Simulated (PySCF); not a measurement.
# [La3]+: other functionals and bases at one geometry

One table from this session's results is given with a row withheld; the runs are named, their logs left out.

The runs use PySCF 2.14.0; several levels, as the steps say, no spin–orbit coupling.

3 further runs of the same task are left out: 2 for a known fault of the program, 1 that didn't finish.

## The starting structure

3 atoms, charge 1, spin multiplicity 3.

Bond lengths: La1–La2 3.273 Å, La1–La3 3.273 Å, La2–La3 3.273 Å. Angles: La2–La1–La3 60.0°, La1–La2–La3 60.0°, La1–La3–La2 60.0°.

Geometry (Å):

```xyz
3
charge 1, multiplicity 3
La    1.88985   -0.00001    0.00000
La   -0.94491    1.63666    0.00000
La   -0.94494   -1.63665    0.00000
```

An earlier session relaxed this geometry at PBE0, La def2-SVP with ECP46 (triplet, point group D3h).

At PBE0 on the finer grid: E = -94.406310 Eh, HOMO -7.23 eV, LUMO -5.46 eV (over both spins), ⟨S²⟩ = 2.182, Mulliken charge on La1 +0.33 e, largest force component 0.004 eV/Å. 

Levels to run: TPSS; CAM-B3LYP; B3LYP; BP86; PBE0, TZVP; PBE0, x2c-SVP. Hardware: 2 threads of Arm Neoverse V1, shared host.

Set-up of the first run:

Contents of run.py (the lines that set the calculation):

```python
mol = gto.M(atom='''
La     1.88985    -0.00001     0.00000
La    -0.94491     1.63666     0.00000
La    -0.94494    -1.63665     0.00000''',
    basis={'La': 'def2-SVP'},
    ecp={'La': 'def2-SVP'},
    charge=1, spin=2)
mf = dft.UKS(mol, xc='TPSS')
mf.grids.atom_grid = (75, 302)  # f atoms: unpruned, at least (60, 302)
mf = mf.density_fit()  # fitting sets: La def2-universal-JKFIT
mf.conv_tol = 1e-08; mf.max_cycle = 55
mf.kernel(dm0)  # dm0: the density of the relaxed state
```

Command:

```bash
OMP_NUM_THREADS=2 python run.py
```

Among the steps run: TPSS; CAM-B3LYP; B3LYP; BP86; PBE0, TZVP; PBE0, x2c-SVP.

One of the session's tables, all rows but one given; the rest of the session is left out.

```
              level  HOMO (eV)  gap (eV)  largest force component (eV/Å)
PBE0 (relaxed here)      -7.23      1.77                            0.00
               TPSS      -6.72      0.62                            0.32
          CAM-B3LYP      -7.87      3.40                            0.03
              B3LYP          ?         ?                               ?
               BP86      -6.95      0.51                            0.20
         PBE0, TZVP      -7.15      1.76                            0.02
      PBE0, x2c-SVP      -7.19      1.81                            0.25
```

Q: Estimate the row for B3LYP from the others.

The run gave: HOMO (eV): -7.21; gap (eV): 1.53; largest force component (eV/Å): 0.27. In the column «HOMO (eV)» it lies between PBE0 (relaxed here) (-7.23) and PBE0, x2c-SVP (-7.19).

In one basis the HOMO–LUMO gap runs from 0.51 eV (BP86) to 3.40 eV (CAM-B3LYP). The largest leftover force, 0.32 eV/Å with TPSS, stands at a geometry relaxed at another level. Total energies of different levels can't be compared.
